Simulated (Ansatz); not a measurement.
Write a Python script for Ansatz 0.2.0 through its Python package that makes vertical spin-state energies of AlClFO, SMILES [O][Al]([F])[Cl]. Settings (for the species named): PBE0, def2-SVP basis, multiplicity 2.

The script reads `alclfo.xyz`:
```text
4

O     1.08480    0.64680    1.40700
Al    0.05090   -0.06950    0.04250
F     0.27590   -1.79370   -0.40750
Cl   -1.35600    1.15610   -1.06230
```

Script `run_spin.py`:
```python
# -*- coding: utf-8 -*-
"""Gap between spin states of AlClFO at one geometry."""

import ansatz as az

params = {
    "basis": "def2-SVP",
    "xc": "pbe0",
}

alclfo = az.Crystal.molecule_from_extxyz("alclfo.xyz")

model = (
    alclfo.calculation()
    .basis(gaussian=params["basis"])
    .functional(params["xc"])
)
found = {}
for unpaired in [1, 3]:
    r = model.spin("collinear", total=unpaired).run().report
    s = unpaired / 2
    found[unpaired] = r["free_energy_ev"]
    print(f"2S+1 = {unpaired + 1}: E = {found[unpaired]:.5f} eV, <S^2> = {abs(r['mean_field']['state']['spin_squared']):.3f} (pure state {s * (s + 1):.2f})")
lowest = min(found, key=found.get)
for unpaired, e in found.items():
    print(f"multiplicity {unpaired + 1}: {23.060548 * (e - found[lowest]):.1f} kcal/mol above the lowest")
```

Running `python run_spin.py` prints:
```text
2S+1 = 2: E = -23863.81446 eV, <S^2> = 0.754 (pure state 0.75)
2S+1 = 4: E = -23858.39226 eV, <S^2> = 3.760 (pure state 3.75)
multiplicity 2: 0.0 kcal/mol above the lowest
multiplicity 4: 125.0 kcal/mol above the lowest
```

In order: multiplicity 2 (+0.00 eV) and multiplicity 4 (+5.42 eV), all at the one geometry.

Caveats:
- Total energies depend on the basis set; only differences at equal settings carry meaning.
- The geometry is a force-field or estimated start, not a minimum of this method, and the basis set is short of its limit. All parts are taken at fixed geometry, without zero-point energy.
- The species is open-shell (spin multiplicity 2).
- Finished in 11 s on 1 thread of Arm Neoverse V2 (shared host), peak memory 0.22 GiB.
